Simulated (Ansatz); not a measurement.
Run this with Ansatz 0.2.0, Python API and show what comes out.

Contents of `hf3au.extxyz`:
```text
4
Lattice="4.350654 0.0 0.0 0.0 4.350654 0.0 0.0 0.0 4.350654" Properties=species:S:1:pos:R:3 pbc="T T T"
Hf    2.17532700    0.00000000    0.00000000
Hf    0.00000000    2.17532700    0.00000000
Hf    0.00000000    0.00000000    2.17532700
Au    2.17532700    2.17532700    2.17532700
```

The script, `run_restart.py`:
```python
"""Start a denser mesh for Hf3Au from a saved density."""

import warnings

import ansatz as az

CUTOFF = 420
WIDTH_EV = 0.1

warnings.simplefilter("ignore", az.DeckWarning)

system = az.Crystal.from_extxyz("hf3au.extxyz")

setup = (
    system.calculation()
    .pseudopotentials("paw")
    .basis(CUTOFF)
    .occupations(az.OccupationsMethod.FERMI_DIRAC, width=WIDTH_EV)
    .functional(az.Functional.LDA)
)
coarse = setup.kpoints(*(3, 3, 3)).checkpoint(write="state").run(threads=1).report
warm = setup.kpoints(*(5, 5, 5)).checkpoint(read="state").run(threads=1).report
cold = setup.kpoints(*(5, 5, 5)).run(threads=1).report
for label, rep in (("coarse", coarse), ("fine, from the saved density", warm), ("fine, fresh start", cold)):
    print(f"{label:30s} F = {rep['free_energy_ev']:.5f} eV  iterations {rep['n_iterations']}")
```

`python run_restart.py` gives:
```text
coarse                         F = -59296.45118 eV  iterations 7
fine, from the saved density   F = -59296.40717 eV  iterations 7
fine, fresh start              F = -59296.40717 eV  iterations 7
```

What to keep in mind:
- Total energies depend on the potentials; only differences at equal settings carry meaning. A total without «per atom» is that of the cell as typed.
- No spin polarisation was allowed.
- For a metal this k-point mesh is coarse: on a finer one energies can move by several to tens of meV an atom and pressures by half a GPa or more, differences at one mesh by less.
- Spin-orbit coupling, which matters for elements this heavy, is left out.
- The structure comes from a database of computed cells and needn't be a stable or known phase.
- Finished in 6.5 s on 1 thread of Arm Neoverse V1 (shared host), peak memory 0.42 GiB.

(Lines on the test bed's own set-up are left out of the output.)
